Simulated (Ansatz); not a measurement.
**AlF₂HS: functionals against CCSD(T) at one geometry**

One table from this session's results is given with a row withheld; the runs are named, their logs left out.

The runs use Ansatz 0.2.0, Gaussian basis; single points in def2-TZVPP.

Cores are frozen in the correlated methods.

### The starting structure

SMILES `[F][Al]([F])[SH]`, 5 atoms, charge 0, spin multiplicity 1.

Atoms are counted from 1 here; the program's logs count them from 0.

Bond lengths: F1–Al2 1.813 Å, Al2–F3 1.762 Å, Al2–S4 2.174 Å, S4–H5 1.336 Å. Angles: F1–Al2–F3 110.5°, F1–Al2–S4 124.3°, F3–Al2–S4 125.2°, Al2–S4–H5 104.1°.

Coordinates:

```xyz
5
charge 0, multiplicity 1
F     0.8998   -0.0276    2.0405
Al    0.2680   -0.5697    0.4294
F     1.1901   -1.9495   -0.1635
S    -1.3761    0.3858   -0.6250
H    -0.7781    1.2703   -1.4277
```

The first run:

run/in.yaml reads:

```yaml
crystal:
  periodic: [false, false, false]
  atoms:
    - {symbol: F, position_ang: [0.899800, -0.027600, 2.040500]}
    - {symbol: Al, position_ang: [0.268000, -0.569700, 0.429400]}
    - {symbol: F, position_ang: [1.190100, -1.949500, -0.163500]}
    - {symbol: S, position_ang: [-1.376100, 0.385800, -0.625000]}
    - {symbol: H, position_ang: [-0.778100, 1.270300, -1.427700]}
basis:
  gaussian: {orbitals: def2-TZVPP}
correlation: {method: ccsd_t}
output: {forces: true}
```

No record of the launch command was kept for these runs.

Among the steps run: CCSD(T)/def2-TZVPP; PBE0-D4/def2-TZVPP; wB97M-V/def2-TZVPP; r2SCAN-D4/def2-TZVPP; PBE-D4/def2-TZVPP; BHLYP-D4/def2-TZVPP; HSE06-D4/def2-TZVPP.

One table of the session follows, with a row left open; its other results are not shown here.

```
   method  RMS force component (eV/Å)  angle to CCSD(T) forces (°)  dipole (D)
  CCSD(T)                       1.529                    reference        2.54
  PBE0-D4                       1.501                          2.3        2.64
  wB97M-V                       1.467                          1.8        2.59
r2SCAN-D4                       1.478                          2.3        2.53
   PBE-D4                       1.312                          6.7        2.52
 BHLYP-D4                           ?                            ?           ?
 HSE06-D4                       1.501                          2.3        2.64
```

Estimate the missing values for BHLYP-D4.

The run gave: RMS force component (eV/Å): 1.662; angle to CCSD(T) forces (°): 3.8; dipole (D): 2.73. In the column «RMS force component (eV/Å)» it is the highest.
